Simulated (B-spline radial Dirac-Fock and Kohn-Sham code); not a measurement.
# An X-ray data sheet for Br⁵⁺, step by step

What does theory give for bromine as Br⁵⁺? The session works out its X-ray form factor and Compton profile and the binding energy of each subshell.

The numbers are computed with B-spline radial Dirac-Fock and Kohn-Sham code (version 3): a free atom or ion on a radial basis; each step names its model.

## Step 1: What is computed

Br⁵⁺, configuration [Ar] 3d10 4s2, inside a Watson sphere of charge -5 and radius 2 Å (a model of the Madelung potential; inside it an electron's potential energy is raised by 36.0 eV).

```
nuclear charge     : 35
electrons          : 30
mass number        : 79
nuclear rms radius : 4.1629 fm
```

Outer shells as boxes (Hund's rule, for the drawing alone; heavy ions are jj-coupled, and the calculation averages over the configuration):

```
[Ar] core
3d [↑↓][↑↓][↑↓][↑↓][↑↓]
4s [↑↓]
```

## Step 2: X-ray scattering functions

Model: Dirac-Fock average of configuration, finite nucleus; form factor of the spherical density, Waller-Hartree incoherent function, impulse-approximation Compton profiles.

The run's settings:

```ini
task = scatter
Z = 35
charge = 5
configuration = 1s2 2s2 2p6 3s2 3p6 3d10 4s2
mass_number = 79
rms_radius = 4.1629  # fm
s = [0.0, 0.05, 0.1, 0.15, 0.2, 0.25, 0.3, 0.35, 0.4, 0.45, 0.5, 0.6, 0.7, 0.8, 0.9, 1.0, 1.1, 1.2, 1.4, 1.6, 1.8, 2.0, 2.5, 3.0, 3.5, 4.0, 5.0, 6.0]  # 1/A
pz = [0, 0.1, 0.2, 0.3, 0.4, 0.5, 0.6, 0.8, 1.0, 1.2, 1.4, 1.6, 1.8, 2.0, 2.5, 3.0, 4.0, 5.0, 7.0, 10.0, 15.0, 20.0, 30.0, 40.0, 60.0, 100.0]  # a.u.
photon_energy = [2000, 8047.8, 17479.3, 20000, 50000, 100000, 500000, 1000000]  # eV
watson_charge = -5  # e
watson_radius = 2.0  # A
```

Main fields of the result record, rounded:

```text
{
  "status": "converged",
  "form_factor [e]": [30.0, 29.776, 29.131, 28.139, 26.897, 25.506, 24.047, 22.58, 21.141, 19.751, 18.42, 15.959, 13.796, 11.958, 10.448, 9.2439, 8.3047, 7.5798, 6.5776, 5.9151, 5.3961, 4.9267, 3.8268, 2.9005, 2.2293, 1.7891, 1.3358, 1.123],
  "incoherent": [-3.4373e-13, 0.29637, 1.0923, 2.1715, 3.3251, 4.4408, 5.5025, 6.5374, 7.5677, 8.5944, 9.6034, 11.508, 13.22, 14.75, 16.124, 17.358, 18.456, 19.428, 21.032, 22.283, 23.289, 24.124, 25.714, 26.789, 27.506, 27.993, 28.609, 29.01],
  "compton_total [1/a.u.]": [4.0795, 4.0589, 3.9991, 3.9055, 3.7862, 3.6507, 3.5084, 3.2356, 3.0112, 2.8448, 2.7229, 2.6244, 2.531, 2.4318, 2.1428, 1.8256, 1.2679, 0.88676, 0.48969, 0.24897, 0.099991, 0.047435, 0.014628, 0.0055326, 0.0010891, 0.00010057],
  "shells": ["1s1/2", "2s1/2", "2p1/2", "2p3/2", "3s1/2", "3p1/2", "3p3/2", "3d3/2", "3d5/2", "4s1/2"],
  "occupation": [2.0, 2.0, 2.0, 4.0, 2.0, 2.0, 4.0, 4.0, 6.0, 2.0],
  "mean_momentum [a.u.]": [30.469, 10.459, 14.073, 13.745, 4.5306, 5.3483, 5.2517, 5.9188, 5.8805, 1.7288],
  "r2 [bohr^2]": 12.282,
  "r_inverse [1/bohr]": 177.19,
  "r1 [bohr]": 14.69,
  "coherent [b]": [556.12, 294.75, 119.08, 99.55, 25.039, 7.6074, 0.36229, 0.091904],
  "incoherent_cross_section [b]": [0.86432, 5.1255, 9.5308, 10.27, 13.537, 13.448, 8.5889, 6.3134]
}
```

Form factor and incoherent function, every second point:

```csv
s (1/Å),f (e),f / N,S(s)
0,30.00,1.000,0
0.100,29.13,0.971,1.092
0.200,26.90,0.897,3.325
0.300,24.05,0.802,5.503
0.400,21.14,0.705,7.568
0.500,18.42,0.614,9.603
0.700,13.80,0.460,13.22
0.900,10.45,0.348,16.12
1.10,8.305,0.277,18.46
1.40,6.578,0.219,21.03
1.80,5.396,0.180,23.29
2.50,3.827,0.128,25.71
3.50,2.229,0.074,27.51
5.00,1.336,0.045,28.61
```

## Step 3: Binding energies

Model: Dirac-Fock average of configuration, Delta-SCF, finite nucleus, first-order Breit with its frequency dependence, self-energy and vacuum polarisation.

Recorded inputs:

```ini
task = binding
```

Main fields of the result record, rounded:

```text
{
  "status": "converged",
  "shells": ["K", "L1", "L2", "L3", "M1", "M2", "M3", "M4", "M5", "N1"],
  "total_energy_parts [Ha]": [-2559.0838, 1.42759724, -0.135703391, -0.00610532522, 0.958728597, -0.095944985],
  "koopmans [eV]": [13602.5, 1862.31, 1673.77, 1625.8, 312.122, 244.515, 237.271, 120.951, 119.784, 49.5538],
  "dirac_coulomb [eV]": [13554.2, 1839.78, 1648.84, 1601.35, 307.364, 239.658, 232.596, 116.051, 114.961, 49.3372],
  "gaunt [eV]": [-21.6215, -1.60571, -3.01278, -2.12409, -0.183831, -0.361208, -0.226051, -0.0430294, 0.010577, -0.0280433],
  "retardation [eV]": [1.40967, 0.0687623, 0.327673, 0.32777, 0.00706635, 0.0423323, 0.0421084, 0.000511983, 0.000523179, 0.00205938],
  "breit_frequency [eV]": [0.073834, -0.00861607, -0.000869092, 0.0327301, -0.00144786, -0.000679703, 0.00469566, -0.000596927, -0.00052633, -0.000180533],
  "self_energy [eV]": [-10.9518, -1.19148, 0.133416, 0.0287853, -0.192164, 0.0256393, 0.0100616, 0.0215854, 0.0177915, -0.0255564],
  "vacuum_polarisation [eV]": [1.12122, 0.113484, -0.00799388, -0.00912856, 0.0177818, -0.00186921, -0.00206201, -0.00167258, -0.00165671, 0.00236104],
  "binding [eV]": [13524.2, 1837.15, 1646.28, 1599.6, 307.011, 239.362, 232.425, 116.028, 114.988, 49.2879],
  "mean_radius [bohr]": [0.0427284, 0.18863, 0.162758, 0.166591, 0.547169, 0.554578, 0.564223, 0.57698, 0.580788, 1.49122]
}
```

total_energy_parts: Dirac-Coulomb, Gaunt, retardation, frequency dependence, self-energy, vacuum polarisation. 

The binding energies by parts, in eV; the parts add up.

```csv
level,-ε,relaxation,Breit,QED,binding
K,13602.5,-48.31,-20.14,-9.83,13524.2
L1,1862.3,-22.53,-1.55,-1.08,1837.2
L2,1673.8,-24.93,-2.69,0.13,1646.3
L3,1625.8,-24.46,-1.76,0.02,1599.6
M1,312.1,-4.76,-0.18,-0.17,307.0
M2,244.5,-4.86,-0.32,0.02,239.4
M3,237.3,-4.67,-0.18,0.01,232.4
M4,121.0,-4.90,-0.04,0.02,116.0
M5,119.8,-4.82,0.01,0.02,115.0
N1,49.55,-0.22,-0.03,-0.02,49.29
```

Line energies follow by subtraction:

```csv
line,energy (eV)
Kβ1 (K-M3),13291.8
Kβ3 (K-M2),13284.8
Kα1 (K-L3),11924.6
Kα2 (K-L2),11877.9
Lβ3 (L1-M3),1604.7
Lβ4 (L1-M2),1597.8
Lγ5 (L2-N1),1597.0
Lβ6 (L3-N1),1550.3
Lβ1 (L2-M4),1530.2
Lα1 (L3-M5),1484.6
Lα2 (L3-M4),1483.6
Lη (L2-M1),1339.3
Lℓ (L3-M1),1292.6
```

## Step 4: What came out

| quantity | value |
| --- | --- |
| rms radius of the electron cloud | 0.640 bohr |
| form factor halves at | 0.64 1/Å |
| Compton profile at zero | 4.079 1/a.u. |
| deepest level, K (1s) | 13524.2 eV |
| least bound, N1 (4s) | 49.29 eV |
| Kα1 | 11924.6 eV |

In words: f falls from 30 to half of that at s = 0.64 1/Å. Incoherent scattering outweighs coherent from 100 keV on, among the energies asked. For K (1s), relaxation takes off 48.3 eV, Breit terms shift it by -20.14 and QED by -9.83 eV. The Hartree-Fock and Dirac-Fock values hold no electron correlation.
